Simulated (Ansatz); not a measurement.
Molecular dynamics of Cs$_{2}$CuF$_{6}$

The input (input.yaml):

```yaml
accuracy: low
crystal:
  lattice:
    - [8.873026, 0.0, 0.0]
    - [0.0, 8.873026, 0.0]
    - [0.0, 0.0, 8.873026]
  atoms:
    - { symbol: Cs, position: [0.25, 0.25, 0.25] }
    - { symbol: Cs, position: [0.75, 0.75, 0.75] }
    - { symbol: Cu, position: [0.0, 0.0, 0.0] }
    - { symbol: F, position: [0.5, 0.5, 0.199] }
    - { symbol: F, position: [0.5, 0.5, 0.801] }
    - { symbol: F, position: [0.199, 0.5, 0.5] }
    - { symbol: F, position: [0.5, 0.199, 0.5] }
    - { symbol: F, position: [0.801, 0.5, 0.5] }
    - { symbol: F, position: [0.5, 0.801, 0.5] }
    - { symbol: Cs, position: [0.75, 0.75, 0.25] }
    - { symbol: Cs, position: [0.25, 0.25, 0.75] }
    - { symbol: Cu, position: [0.5, 0.5, 0.0] }
    - { symbol: F, position: [0.0, 0.0, 0.199] }
    - { symbol: F, position: [0.0, 0.0, 0.801] }
    - { symbol: F, position: [0.699, 0.0, 0.5] }
    - { symbol: F, position: [0.0, 0.699, 0.5] }
    - { symbol: F, position: [0.301, 0.0, 0.5] }
    - { symbol: F, position: [0.0, 0.301, 0.5] }
    - { symbol: Cs, position: [0.75, 0.25, 0.75] }
    - { symbol: Cs, position: [0.25, 0.75, 0.25] }
    - { symbol: Cu, position: [0.5, 0.0, 0.5] }
    - { symbol: F, position: [0.0, 0.5, 0.699] }
    - { symbol: F, position: [0.0, 0.5, 0.301] }
    - { symbol: F, position: [0.699, 0.5, 0.0] }
    - { symbol: F, position: [0.0, 0.199, 0.0] }
    - { symbol: F, position: [0.301, 0.5, 0.0] }
    - { symbol: F, position: [0.0, 0.801, 0.0] }
    - { symbol: Cs, position: [0.25, 0.75, 0.75] }
    - { symbol: Cs, position: [0.75, 0.25, 0.25] }
    - { symbol: Cu, position: [0.0, 0.5, 0.5] }
    - { symbol: F, position: [0.5, 0.0, 0.699] }
    - { symbol: F, position: [0.5, 0.0, 0.301] }
    - { symbol: F, position: [0.199, 0.0, 0.0] }
    - { symbol: F, position: [0.5, 0.699, 0.0] }
    - { symbol: F, position: [0.801, 0.0, 0.0] }
    - { symbol: F, position: [0.5, 0.301, 0.0] }
basis:
  ecutwfc: 500.0
kpoints:
  mp_grid: { grid: [1, 1, 1] }
hamiltonian:
  xc: r2scan
scf:
  occupations: { method: fermi_dirac, width: 0.05 }
  lower_state_search: "off"
  max_iter: 80
md:
  timestep: 6
  n_steps: 70
  ensemble: nvt_nose_hoover
  temperature: 900.0
  initial_velocities: maxwell_boltzmann
  seed: 321045
  nose_hoover: { tau: 100.0, chain_length: 3 }
```

Launched with:

```bash
$ ansatz run input.yaml --threads 4 --pin off --max-ram 10240MiB --backend cpu --events-out ev --progress --plain --runs-dir out
```

It starts from an unrelaxed structure (largest force component 1.31 eV/Å).

Output, in part (one step line in 2):

```
md step     0: t =     0.00 fs  T =   900.0 K  F+E_penalty+E_count = -91454.80061089 eV  E_kin = 4.071690 eV  conserved = -91450.72892092 eV  (13 SCF iters)
md step     2: t =    12.00 fs  T =   806.6 K  F+E_penalty+E_count = -91454.31546247 eV  E_kin = 3.649333 eV  conserved = -91450.66873247 eV  (28 SCF iters)
md step     4: t =    24.00 fs  T =   670.9 K  F+E_penalty+E_count = -91453.69029752 eV  E_kin = 3.035342 eV  conserved = -91450.67008745 eV  (25 SCF iters)
md step     6: t =    36.00 fs  T =   425.4 K  F+E_penalty+E_count = -91452.49904087 eV  E_kin = 1.924337 eV  conserved = -91450.61608100 eV  (21 SCF iters)
md step     8: t =    48.00 fs  T =   605.0 K  F+E_penalty+E_count = -91453.31220354 eV  E_kin = 2.737154 eV  conserved = -91450.67629127 eV  (23 SCF iters)
md step    10: t =    60.00 fs  T =   570.0 K  F+E_penalty+E_count = -91453.06584435 eV  E_kin = 2.578641 eV  conserved = -91450.69450379 eV  (25 SCF iters)
md step    12: t =    72.00 fs  T =   441.1 K  F+E_penalty+E_count = -91452.33375325 eV  E_kin = 1.995782 eV  conserved = -91450.64711303 eV  (26 SCF iters)
md step    14: t =    84.00 fs  T =   518.6 K  F+E_penalty+E_count = -91452.57463446 eV  E_kin = 2.346126 eV  conserved = -91450.67859381 eV  (24 SCF iters)
md step    16: t =    96.00 fs  T =   301.9 K  F+E_penalty+E_count = -91451.40344085 eV  E_kin = 1.365963 eV  conserved = -91450.60812089 eV  (20 SCF iters)
md step    18: t =   108.00 fs  T =   449.9 K  F+E_penalty+E_count = -91451.99352110 eV  E_kin = 2.035298 eV  conserved = -91450.63545637 eV  (22 SCF iters)
md step    20: t =   120.00 fs  T =   677.3 K  F+E_penalty+E_count = -91452.90714640 eV  E_kin = 3.063970 eV  conserved = -91450.67703742 eV  (25 SCF iters)
md step    22: t =   132.00 fs  T =   652.3 K  F+E_penalty+E_count = -91452.62954105 eV  E_kin = 2.951068 eV  conserved = -91450.65250843 eV  (24 SCF iters)
md step    24: t =   144.00 fs  T =   728.3 K  F+E_penalty+E_count = -91452.83602099 eV  E_kin = 3.294838 eV  conserved = -91450.63429849 eV  (23 SCF iters)
md step    26: t =   156.00 fs  T =   806.9 K  F+E_penalty+E_count = -91453.12002721 eV  E_kin = 3.650464 eV  conserved = -91450.68342616 eV  (19 SCF iters)
md step    28: t =   168.00 fs  T =   483.6 K  F+E_penalty+E_count = -91451.46721289 eV  E_kin = 2.188068 eV  conserved = -91450.58547151 eV  (15 SCF iters)
md step    30: t =   180.00 fs  T =   507.4 K  F+E_penalty+E_count = -91451.54706638 eV  E_kin = 2.295485 eV  conserved = -91450.64025106 eV  (21 SCF iters)
md step    32: t =   192.00 fs  T =   551.4 K  F+E_penalty+E_count = -91451.64196533 eV  E_kin = 2.494416 eV  conserved = -91450.65011142 eV  (22 SCF iters)
md step    34: t =   204.00 fs  T =   672.2 K  F+E_penalty+E_count = -91452.02133027 eV  E_kin = 3.041211 eV  conserved = -91450.61910677 eV  (24 SCF iters)
md step    36: t =   216.00 fs  T =   956.5 K  F+E_penalty+E_count = -91453.13955300 eV  E_kin = 4.327193 eV  conserved = -91450.65043748 eV  (22 SCF iters)
md step    38: t =   228.00 fs  T =   884.6 K  F+E_penalty+E_count = -91452.63200810 eV  E_kin = 4.002210 eV  conserved = -91450.66141223 eV  (23 SCF iters)
md step    40: t =   240.00 fs  T =   632.3 K  F+E_penalty+E_count = -91451.27534804 eV  E_kin = 2.860561 eV  conserved = -91450.58961959 eV  (21 SCF iters)
md step    42: t =   252.00 fs  T =   764.9 K  F+E_penalty+E_count = -91451.78433759 eV  E_kin = 3.460496 eV  conserved = -91450.63757802 eV  (17 SCF iters)
md step    44: t =   264.00 fs  T =   902.9 K  F+E_penalty+E_count = -91452.20503031 eV  E_kin = 4.084839 eV  conserved = -91450.60476341 eV  (22 SCF iters)
md step    46: t =   276.00 fs  T =   910.2 K  F+E_penalty+E_count = -91452.10498730 eV  E_kin = 4.118029 eV  conserved = -91450.64473259 eV  (25 SCF iters)
md step    48: t =   288.00 fs  T =   904.6 K  F+E_penalty+E_count = -91451.93125149 eV  E_kin = 4.092546 eV  conserved = -91450.64489830 eV  (23 SCF iters)
md step    50: t =   300.00 fs  T =   904.7 K  F+E_penalty+E_count = -91451.74632859 eV  E_kin = 4.093091 eV  conserved = -91450.60478152 eV  (23 SCF iters)
md step    52: t =   312.00 fs  T =   880.3 K  F+E_penalty+E_count = -91451.48698732 eV  E_kin = 3.982368 eV  conserved = -91450.58663862 eV  (23 SCF iters)
md step    54: t =   324.00 fs  T =   978.3 K  F+E_penalty+E_count = -91451.81940673 eV  E_kin = 4.425845 eV  conserved = -91450.60455097 eV  (23 SCF iters)
md step    56: t =   336.00 fs  T =   995.9 K  F+E_penalty+E_count = -91451.78322961 eV  E_kin = 4.505510 eV  conserved = -91450.61117697 eV  (20 SCF iters)
md step    58: t =   348.00 fs  T =   752.6 K  F+E_penalty+E_count = -91450.48379551 eV  E_kin = 3.404903 eV  conserved = -91450.51003147 eV  (25 SCF iters)
md step    60: t =   360.00 fs  T =  1089.4 K  F+E_penalty+E_count = -91452.05102460 eV  E_kin = 4.928706 eV  conserved = -91450.65533149 eV  (23 SCF iters)
md step    62: t =   372.00 fs  T =  1122.1 K  F+E_penalty+E_count = -91452.05165267 eV  E_kin = 5.076633 eV  conserved = -91450.61337339 eV  (19 SCF iters)
md step    64: t =   384.00 fs  T =  1024.8 K  F+E_penalty+E_count = -91451.50522824 eV  E_kin = 4.636158 eV  conserved = -91450.57210074 eV  (20 SCF iters)
md step    66: t =   396.00 fs  T =  1044.2 K  F+E_penalty+E_count = -91451.58421108 eV  E_kin = 4.724201 eV  conserved = -91450.60697245 eV  (22 SCF iters)
md step    68: t =   408.00 fs  T =   942.3 K  F+E_penalty+E_count = -91451.12342461 eV  E_kin = 4.263240 eV  conserved = -91450.62856402 eV  (26 SCF iters)
md step    70: t =   420.00 fs  T =   973.4 K  F+E_penalty+E_count = -91451.20581999 eV  E_kin = 4.403897 eV  conserved = -91450.58538230 eV  (27 SCF iters)
```

The run went to its last step. The conserved energy wandered by up to 6.1 meV per atom (net 4.0 meV per atom), which is poor conservation. A run of 0.42 ps of so small a system gives no equilibrium averages. Limits of this set-up: coarse k mesh, low accuracy level.

Mean squared displacements from the first frame to the last, about the centre of mass: Cs 0.11 Å², Cu 0.03 Å², F 0.11 Å².

Last frame:

```xyz
36
Lattice="8.8730 0.0000 0.0000 0.0000 8.8730 0.0000 0.0000 0.0000 8.8730" Properties=species:S:1:pos:R:3
Cs 2.273 1.882 2.183
Cs 6.331 6.717 6.790
Cu -0.048 -0.185 -0.109
F 4.530 4.423 1.816
F 4.348 4.607 6.824
F 1.949 4.140 4.714
F 4.366 1.901 4.518
F 6.721 4.235 4.752
F 4.521 7.268 4.299
Cs 6.549 6.520 2.153
Cs 1.996 2.349 6.858
Cu 4.544 4.373 -0.117
F 0.152 -0.266 1.553
F 0.086 0.087 7.068
F 6.215 0.131 4.502
F -0.337 6.298 4.652
F 2.544 -0.192 4.210
F -0.039 2.404 4.499
Cs 6.665 2.307 6.790
Cs 2.221 6.605 2.070
Cu 4.463 0.164 4.419
F -0.167 4.310 6.181
F 0.058 4.913 2.888
F 6.396 4.437 -0.259
F 0.051 1.910 0.007
F 2.950 4.319 -0.046
F -0.012 6.465 -0.041
Cs 2.389 6.790 6.222
Cs 6.957 2.473 2.471
Cu -0.002 4.462 4.559
F 4.328 0.005 6.162
F 4.744 0.266 2.642
F 1.722 -0.187 -0.236
F 4.536 6.145 -0.021
F 7.088 0.024 0.104
F 4.726 2.486 0.291
```

Run time: 27 min on 4 threads of Intel(R) Xeon(R) Platinum 8488C (Sapphire Rapids), with other jobs on the host, peak memory 1.7 GiB.
